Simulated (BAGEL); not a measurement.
**UHF/STO-3G (density fitting with qzvpp-jkfit) run of CH6BNP (SMILES [CH2]NBP)**

Aim: the vertical ionisation energy of CH6BNP at UHF/STO-3G (density fitting with qzvpp-jkfit), from 2 runs. 

Program for the calculation: BAGEL 1.2.2.

1 further run of the same task is left out (set aside as unsound or not needed).

## Step 1: The system as given

CH6BNP has 10 atoms, charge 0, and is taken as a doublet. SMILES: `[CH2]NBP`. The shape is that of a GFN2-xTB optimisation. This is one conformer, not always the lowest.

Bond lengths: C1–N2 1.349 Å, N2–B3 1.408 Å, B3–P4 1.899 Å, C1–H5 1.072 Å, C1–H6 1.071 Å, N2–H7 1.015 Å, B3–H8 1.170 Å, P4–H9 1.382 Å, P4–H10 1.388 Å. Some angles: C1–N2–B3 128.8°, N2–B3–P4 118.4°, C1–N2–H7 113.2°, B3–N2–H7 118.0°, N2–C1–H5 120.4°, N2–C1–H6 118.8°, N2–B3–H8 119.6°, P4–B3–H8 121.7°, B3–P4–H9 98.6°, B3–P4–H10 98.6°.

## Step 2: A single-point energy at UHF/STO-3G (density fitting with qzvpp-jkfit)

The input, input.json:

```json
{ "bagel" : [

{
  "title" : "molecule",
  "basis" : "sto-3g",
  "df_basis" : "qzvpp-jkfit",
  "angstrom" : true,
  "geometry" : [
    { "atom" : "C", "xyz" : [      -1.308870,      -0.249170,      -1.409320 ] },
    { "atom" : "N", "xyz" : [      -0.186890,      -0.070550,      -0.681880 ] },
    { "atom" : "B", "xyz" : [       0.025530,      -0.319500,       0.687120 ] },
    { "atom" : "P", "xyz" : [       1.759810,      -0.018060,       1.400660 ] },
    { "atom" : "H", "xyz" : [      -1.328130,       0.012630,      -2.448660 ] },
    { "atom" : "H", "xyz" : [      -2.178830,      -0.647260,      -0.927770 ] },
    { "atom" : "H", "xyz" : [       0.586700,       0.300370,      -1.223740 ] },
    { "atom" : "H", "xyz" : [      -0.827460,      -0.802860,       1.325720 ] },
    { "atom" : "H", "xyz" : [       1.394480,       0.642100,       2.559000 ] },
    { "atom" : "H", "xyz" : [       2.063640,       1.152290,       0.718870 ] }
  ]
},

{
  "title" : "uhf",
  "nopen" : 1
},

{
  "title" : "print",
  "file" : "orbitals.molden",
  "orbitals" : true
}

]}
```

Run with:

```bash
$ BAGEL_NUM_THREADS=1 BAGEL input.json > input.out
```

Log:

```text
* using 1 threads per process

  ===============================================================
  ===============================================================

  *** Geometry ***

  { "atom" : "C", "xyz" : [     -2.473406,     -0.470863,     -2.663229 ] },
  { "atom" : "N", "xyz" : [     -0.353171,     -0.133320,     -1.288566 ] },
  { "atom" : "B", "xyz" : [      0.048245,     -0.603767,      1.298469 ] },
  { "atom" : "P", "xyz" : [      3.325559,     -0.034128,      2.646864 ] },
  { "atom" : "H", "xyz" : [     -2.509802,      0.023867,     -4.627297 ] },
  { "atom" : "H", "xyz" : [     -4.117392,     -1.223144,     -1.753231 ] },
  { "atom" : "H", "xyz" : [      1.108702,      0.567617,     -2.312533 ] },
  { "atom" : "H", "xyz" : [     -1.563673,     -1.517186,      2.505248 ] },
  { "atom" : "H", "xyz" : [      2.635185,      1.213393,      4.835809 ] },
  { "atom" : "H", "xyz" : [      3.899714,      2.177513,      1.358467 ] },

  Number of auxiliary basis functions:      463

  Since a DF basis is specified, we compute 2- and 3-index integrals:
    o Being stored without compression. Storage requirement is 0.003 GB

  Number of basis functions:       30
  Number of electrons      :       39

    * METHOD: MOLECULE                             0.16

  *** Open-shell HF ***

  === Nuclear Repulsion ===
   139.3855833002

      * DIIS with orbital gradients will be used.

  === UHF iteration (sto-3g) ===
      0       -455.86469350          0.01592149           0.03
      1       -455.90304144          0.00516393           0.03
      2       -455.90917111          0.00237898           0.03
      3       -455.91131025          0.00079623           0.03
      4       -455.91160414          0.00020316           0.03
      5       -455.91163375          0.00004451           0.03
      6       -455.91163828          0.00001546           0.03
      7       -455.91163948          0.00001248           0.03
      8       -455.91164000          0.00000879           0.03
      9       -455.91164030          0.00000186           0.03
     10       -455.91164032          0.00000051           0.03
     11       -455.91164033          0.00000032           0.03
     12       -455.91164033          0.00000021           0.03
     13       -455.91164033          0.00000009           0.03
     14       -455.91164033          0.00000002           0.03
     15       -455.91164033          0.00000001           0.03
    * SCF iteration converged.

    * S^2 (UHF) is 0.7677

    * Permanent dipole moment:
           (    0.137270,    -0.310628,     0.537558) a.u.

    * METHOD: UHF                                  0.60

    * METHOD: PRINT                                0.00

  ===============================================================
```

Run time: 0.88 s. Hardware: 1 thread of Arm Neoverse V1, shared host.

## Step 3: The singlet cation at the same level

The input, calc.json:

```json
{ "bagel": [

{
  "title": "molecule",
  "basis": "sto-3g",
  "df_basis": "qzvpp-jkfit",
  "angstrom": "true",
  "geometry": [
    { "atom": "C", "xyz": [      -1.308870,      -0.249170,      -1.409320 ] },
    { "atom": "N", "xyz": [      -0.186890,      -0.070550,      -0.681880 ] },
    { "atom": "B", "xyz": [       0.025530,      -0.319500,       0.687120 ] },
    { "atom": "P", "xyz": [       1.759810,      -0.018060,       1.400660 ] },
    { "atom": "H", "xyz": [      -1.328130,       0.012630,      -2.448660 ] },
    { "atom": "H", "xyz": [      -2.178830,      -0.647260,      -0.927770 ] },
    { "atom": "H", "xyz": [       0.586700,       0.300370,      -1.223740 ] },
    { "atom": "H", "xyz": [      -0.827460,      -0.802860,       1.325720 ] },
    { "atom": "H", "xyz": [       1.394480,       0.642100,       2.559000 ] },
    { "atom": "H", "xyz": [       2.063640,       1.152290,       0.718870 ] }
  ]
},

{
  "title": "hf",
  "charge": 1
},

{
  "title": "print",
  "file": "orbitals.molden",
  "orbitals": "true"
}

]}
```

Run with:

```bash
$ BAGEL_NUM_THREADS=1 BAGEL calc.json > calc.out
```

Log:

```text
* using 1 threads per process

  ===============================================================
  ===============================================================

  *** Geometry ***

  { "atom" : "C", "xyz" : [     -2.473406,     -0.470863,     -2.663229 ] },
  { "atom" : "N", "xyz" : [     -0.353171,     -0.133320,     -1.288566 ] },
  { "atom" : "B", "xyz" : [      0.048245,     -0.603767,      1.298469 ] },
  { "atom" : "P", "xyz" : [      3.325559,     -0.034128,      2.646864 ] },
  { "atom" : "H", "xyz" : [     -2.509802,      0.023867,     -4.627297 ] },
  { "atom" : "H", "xyz" : [     -4.117392,     -1.223144,     -1.753231 ] },
  { "atom" : "H", "xyz" : [      1.108702,      0.567617,     -2.312533 ] },
  { "atom" : "H", "xyz" : [     -1.563673,     -1.517186,      2.505248 ] },
  { "atom" : "H", "xyz" : [      2.635185,      1.213393,      4.835809 ] },
  { "atom" : "H", "xyz" : [      3.899714,      2.177513,      1.358467 ] },

  Number of auxiliary basis functions:      463

  Since a DF basis is specified, we compute 2- and 3-index integrals:
    o Being stored without compression. Storage requirement is 0.003 GB

  Number of basis functions:       30
  Number of electrons      :       39

    * METHOD: MOLECULE                             0.16

  *** RHF ***

  === Nuclear Repulsion ===
   139.3855833002

      * DIIS with orbital gradients will be used.

  === RHF iteration (sto-3g) ===
      0       -455.65569449          0.01378219           0.02
      1       -455.72408936          0.00317077           0.02
      2       -455.72816492          0.00099329           0.02
      3       -455.72859328          0.00030175           0.02
      4       -455.72862874          0.00010184           0.02
      5       -455.72863579          0.00003169           0.02
      6       -455.72863669          0.00000748           0.02
      7       -455.72863674          0.00000247           0.02
      8       -455.72863674          0.00000088           0.02
      9       -455.72863674          0.00000033           0.02
     10       -455.72863674          0.00000011           0.02
     11       -455.72863674          0.00000004           0.02
     12       -455.72863674          0.00000001           0.02
     13       -455.72863674          0.00000000           0.02
    * SCF iteration converged.

    * Permanent dipole moment:
           (    1.872106,    -0.194739,     2.218825) a.u.

    * METHOD: HF                                   0.31

    * METHOD: PRINT                                0.00

  ===============================================================
```

Wall time 0.6 s (1 thread of Arm Neoverse V1, shared host).

## Step 4: Summary of results

At UHF/STO-3G (density fitting with qzvpp-jkfit):

```
                                          quantity          value
                      doublet CH6BNP: total energy  -455.91164 Eh
                     doublet CH6BNP: dipole moment         1.62 D
                              doublet CH6BNP: ⟨S²⟩          0.768
                      singlet cation: total energy  -455.72864 Eh
                       singlet cation: HOMO energy      -12.23 eV
                       singlet cation: LUMO energy       -3.29 eV
                     singlet cation: HOMO–LUMO gap        8.94 eV
vertical ionisation energy (to the singlet cation)       4.980 eV
```

What this shows: The vertical ionisation energy comes to 4.98 eV (480 kJ/mol). Only the singlet of the ionised species was computed; a triplet could lie lower. In a minimal basis such a difference can be off by several eV, whatever the method.
